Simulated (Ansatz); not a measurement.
## B₂FH₄N (charge +1), SMILES B[NH+]BF: a ladder of methods at one geometry, step by step

Program: Ansatz 0.2.0, Python API.

The script reads `b2fh4n.xyz`:
```text
8

B     1.21080   -0.12790   -0.03290
N    -0.01720    0.12490    0.83270
B    -1.21050    0.29570   -0.09810
F    -1.45060    1.57880   -0.71840
H     1.64770    0.73520   -0.71290
H     1.71010   -1.19930   -0.06260
H    -0.18870   -0.74640    1.38340
H    -1.70150   -0.66090   -0.59130
```

Run as a notebook:

**Cell 1**
```python
from pathlib import Path

import ansatz
import numpy as np
```

**Cell 2**
```python
molecule = ansatz.Crystal.molecule_from_extxyz('b2fh4n.xyz')
```

**Cell 3**
```python
base = molecule.calculation()
base = base.basis(gaussian='cc-pVDZ').charge(1)
base = base.spin('collinear', total=1)
```

**Cell 4**
```python
print('functional    E (Ha)        dipole (D)   HOMO (eV)  LUMO (eV)')
for name in ['revpbe', 'r2scan0', 'r2scan', 'pbe']:
    rep = base.functional(name).forces().orbitals().run(runs_dir='runs').report
    lines = Path(rep['orbitals_path']).read_text().splitlines()
    field_of = lambda key: [line.split('=')[1].strip() for line in lines if line.startswith(key)]
    orbitals = [(27.211386 * float(e), s, float(n)) for e, s, n in zip(field_of('Ene='), field_of('Spin='), field_of('Occup='))]
    homo = max(e for e, _, n in orbitals if n > 0.5)
    lumo = min(e for e, _, n in orbitals if n < 0.5)
    dipole = 4.803205 * np.linalg.norm(rep['charge_distribution']['dipole_moment_e_ang'])
    print(f'{name:10s} {rep["free_energy_ev"] / 27.211386246:14.6f} {dipole:9.3f} {homo:11.3f} {lumo:10.3f}')
```
Output:
```text
functional    E (Ha)        dipole (D)   HOMO (eV)  LUMO (eV)
revpbe        -206.321117     4.812     -14.571    -13.758
r2scan0       -206.245672     5.331     -16.388    -12.650
r2scan        -206.272821     5.093     -14.957    -13.656
pbe           -206.131401     4.838     -14.601    -13.810
```

Caveats:
- These settings explore the input space; basis and method may be short of convergence.
- The geometry is a force-field or estimated start, not a minimum of this method, and the basis set is short of its limit. A lower total doesn't mark the better method: functionals have no common bound, and MP2 and coupled cluster aren't variational.
- The run takes the species as open-shell (spin multiplicity 2), which needn't be its ground state.
- An ion's dipole depends on the origin; the program takes it about the centre of nuclear charge.
- Levels such as HOMO and LUMO are orbital energies: with these approximate functionals they aren't the ionisation energy and electron affinity, and their gap isn't the fundamental gap.
- The whole script took 23 s on 1 thread of Arm Neoverse V1 (shared host), peak memory 0.27 GiB.
